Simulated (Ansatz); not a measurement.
Runs of Ansatz 0.2.0 on TaSi. The cell holds a sheet with vacuum, 2 atoms: a = 2.739 Å, b = 2.739 Å, c = 29.017 Å, α = 90.00°, β = 90.00°, γ = 120.00°. The cell was built by a generator and needn't be a form met in nature.

| task | level | cutoff (eV) | basis error allowed | gap on the mesh (eV) | largest force (eV/Å) | work function (eV) |
| --- | --- | --- | --- | --- | --- | --- |
| projected density of states | PBE | 271 | 0.002 eV/atom | - | 0.14 | (a) |
| work function | LDA | 271 | 0.002 eV/atom | none | 0.15 | (b) |
| single point | PBE | 294 | 0.001 eV/atom | none | 0.14 | - |
| work function | PBEsol | 271 | 0.002 eV/atom | none | 0.03 | 4.53 |

Alike in all rows: potentials or basis all-electron LAPW, scalar-relativistic; no spin polarisation; cell as given; k mesh 11 × 11 × 1; smearing fermi-dirac 0.05 eV.

Task: Estimate the missing entries.

Result: (a) 4.47; (b) 4.67.

A k mesh can miss the band edges, and the runs leave out spin-orbit coupling on Ta.

A gap of «none» marks a metal or a gap under the smearing width.

Not every run made on this cell is shown here.
